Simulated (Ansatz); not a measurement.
# ZnGe3: the cost of one run

Program: Ansatz 0.2.0, driven from Python. Level of theory: DFT r2SCAN, plane waves, PAW. These are calculated values, not measurements.

**1. Starting point**

It takes space group Pm-3m (No. 221, cubic). Conventional cell: a = 4.222 Å, b = 4.222 Å, c = 4.222 Å, α = 90.00°, β = 90.00°, γ = 90.00°. Zn (site symmetry m-3m) is surrounded by 12 Ge at 2.99 Å. Ge (site symmetry 4/mmm) has 4 Zn at 2.99 Å and 8 Ge at 2.99 Å in its first shell of neighbours.

No structure file is read: the coordinates are typed or built in the script.

**2. The script**

eos.py

```python
"""Energy against volume for ZnGe3, with a fit."""

import warnings

import ansatz as az
import numpy as np
from scipy.optimize import curve_fit

vectors0 = np.array([
    [4.222363, 0.0, 0.0],
    [0.0, 4.222363, 0.0],
    [0.0, 0.0, 4.222363],
])
sites = [
    ("Zn", [0.0, 0.0, 0.0]),
    ("Ge", [0.0, 0.5, 0.5]),
    ("Ge", [0.5, 0.0, 0.5]),
    ("Ge", [0.5, 0.5, 0.0]),
]


def make_crystal(cell):
    crystal = az.Crystal(lattice=az.Lattice.of(cell))
    for symbol, position in sites:
        crystal = crystal.atom(symbol, position)
    return crystal

def vinet(v, e0, v0, b0, b1):
    eta = (v / v0) ** (1 / 3)
    return e0 + 2 * b0 * v0 / (b1 - 1) ** 2 * (2 - (5 + 3 * b1 * (eta - 1) - 3 * eta) * np.exp(-1.5 * (b1 - 1) * (eta - 1)))


def main() -> None:
    warnings.simplefilter("ignore", az.DeckWarning)

    # scale the volume, keep shape and fractions
    volumes, energies, pressures = [], [], []
    for scale in np.linspace(0.92, 1.08, 7):
        cell = vectors0 * scale ** (1 / 3)
        setup = make_crystal(cell).calculation()
        setup = setup.functional("r2scan")
        setup = setup.basis(650)
        setup = setup.occupations("Marzari-Vanderbilt")
        setup = setup.kpoints(6, 6, 6).stress()
        r = setup.run(threads=1).report
        volumes.append(abs(np.linalg.det(cell)) / len(sites))
        energies.append(r["free_energy_ev"] / len(sites))
        pressures.append(np.trace(r["stress_gpa"]) / 3)
        print(f"V = {volumes[-1]:8.4f} A^3/atom  F = {energies[-1]:.5f} eV/atom  P = {pressures[-1]:8.3f} GPa")

    guess = (min(energies), volumes[int(np.argmin(energies))], 0.5, 4.5)
    (e0, v0, b0, b1), _ = curve_fit(vinet, np.array(volumes), np.array(energies), p0=guess, maxfev=20000)
    print(f"Vinet fit: V0 = {v0:.4f} A^3/atom, B0 = {160.21766 * b0:.1f} GPa, B1 = {b1:.2f}")
    print("largest residual", round(1000 * float(np.abs(vinet(np.array(volumes), e0, v0, b0, b1) - energies).max()), 3), "meV/atom")


if __name__ == "__main__":
    main()
```

**3. What the engine is handed**

The engine receives this input (first run):

```yaml
crystal:
  lattice:
    - [4.106623074039927, 0.0, 0.0]
    - [0.0, 4.106623074039927, 0.0]
    - [0.0, 0.0, 4.106623074039927]
  atoms:
    - { symbol: Zn, position: [0.0, 0.0, 0.0] }
    - { symbol: Ge, position: [0.0, 0.5, 0.5] }
    - { symbol: Ge, position: [0.5, 0.0, 0.5] }
    - { symbol: Ge, position: [0.5, 0.5, 0.0] }
basis:
  ecutwfc: 650.0
kpoints:
  mp_grid:
    grid: [6, 6, 6]
hamiltonian:
  xc: r2scan
scf:
  occupations:
    method: cold
output:
  stress: true
```

**4. The run**

The run is started by

```
python eos.py
```

**Question.** How long does this script take on 1 thread of Arm Neoverse V2, shared host, and how much memory does it need?

About 66 s, with a peak of 0.8 GiB.
